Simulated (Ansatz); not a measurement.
# ICl: taking an electron away

An exercise on one series of results from a longer session: the logs are not shown, and one member is left open.

Computed with Ansatz 0.2.0, Gaussian basis. Level: unrestricted cation, the program's frozen cores in correlated methods.

The runs, in order: UKS PBE-D4/def2-TZVPP; UKS r2SCAN-D4/def2-TZVPP; UKS PBE0-D4/def2-TZVPP; UKS B3LYP-D4/def2-TZVPP; UKS wB97X-V/def2-TZVPP; UKS wB97M-V/def2-TZVPP; UKS B2PLYP/def2-TZVPP; UHF-CCSD(T)/def2-TZVPP; UHF-CCSD(T)/def2-QZVPP; extrapolation to the limit; then −ε(HOMO) from the neutral's earlier runs with LDA (SPW92), PBE-D4, revPBE-D4, BLYP-D4, r2SCAN-D4, B97M-V, PBE0-D4, B3LYP-D4, r2SCANh-D4, r2SCAN0-D4, HSE06-D4, BHLYP-D4, CAM-B3LYP-D4, LC-ωPBE, ωB97X-V, ωB97M-V.

## The geometry

All runs share one geometry, relaxed beforehand with PBE0-D4 in a triple-zeta def2 set. I takes the def2 core potential; no spin-orbit term is included.

SMILES `ClI`, 2 atoms, charge 0, spin multiplicity 1.

Atoms are counted from 1 here; the program's logs count them from 0.

Bond lengths: Cl1–I2 2.312 Å.

Coordinates:

```mol
ClI
  3D, bonds by distance, orders not assigned

  2  1  0  0  0  0  0  0  0  0999 V2000
    0.0000    0.0000   -0.0026 Cl  0  0
   -0.0000   -0.0000    2.3091 I   0  0
  1  2  8  0
M  END
```

The first run:

in.yaml reads:

```yaml
crystal:
  periodic: [false, false, false]
  atoms:
    - {symbol: Cl, position_ang: [0.000000, 0.000000, -0.002580]}
    - {symbol: I, position_ang: [-0.000000, -0.000000, 2.309100]}
basis:
  gaussian: {orbitals: def2-TZVPP}
total_charge: 1
magnetization: {spin_polarized: true, initial_magnetization: 1}
hamiltonian: {xc: pbe, dispersion: d4}
```

Launch:

```
> ansatz run in.yaml --threads 2 --pin off --events-out ev --progress --plain --max-ram 20480MiB --backend cpu
```

Among the steps run: Cation, UKS PBE-D4/def2-TZVPP; Cation, UKS r2SCAN-D4/def2-TZVPP; Cation, UKS PBE0-D4/def2-TZVPP; Cation, UKS B3LYP-D4/def2-TZVPP; Cation, UKS wB97X-V/def2-TZVPP; Cation, UKS wB97M-V/def2-TZVPP; Cation, UKS B2PLYP (frozen core)/def2-TZVPP; Cation, UHF-CCSD(T)/def2-TZVPP; Cation, UHF-CCSD(T)/def2-QZVPP.

One table of the session follows, with a row left open; its other results are not shown here.

It belongs to the step «Ionisation energies side by side». Orbital estimates, from the neutral's runs:

| functional | −ε(HOMO) (eV) |
| --- | --- |
| LDA (SPW92) | 6.73 |
| PBE-D4 | 6.58 |
| revPBE-D4 | 6.53 |
| BLYP-D4 | ? |
| r2SCAN-D4 | 6.88 |
| B97M-V | 6.92 |
| PBE0-D4 | 7.80 |
| B3LYP-D4 | 7.54 |
| r2SCANh-D4 | 7.33 |
| r2SCAN0-D4 | 7.99 |
| HSE06-D4 | 7.41 |
| BHLYP-D4 | 8.84 |
| CAM-B3LYP-D4 | 9.08 |
| LC-ωPBE | 10.46 |
| ωB97X-V | 10.10 |
| ωB97M-V | 9.95 |

Estimate the missing values for BLYP-D4.

Worked estimate for «−ε(HOMO) (eV)». Against the share of exact exchange, B3LYP-D4 (0.2, 7.54), BHLYP-D4 (0.5, 8.84) give a slope of 4.33 per unit share; at 0 the line stands at 6.67.

**Answer.** −ε(HOMO) (eV): 6.40. In «−ε(HOMO) (eV)» the line misses by +0.27.
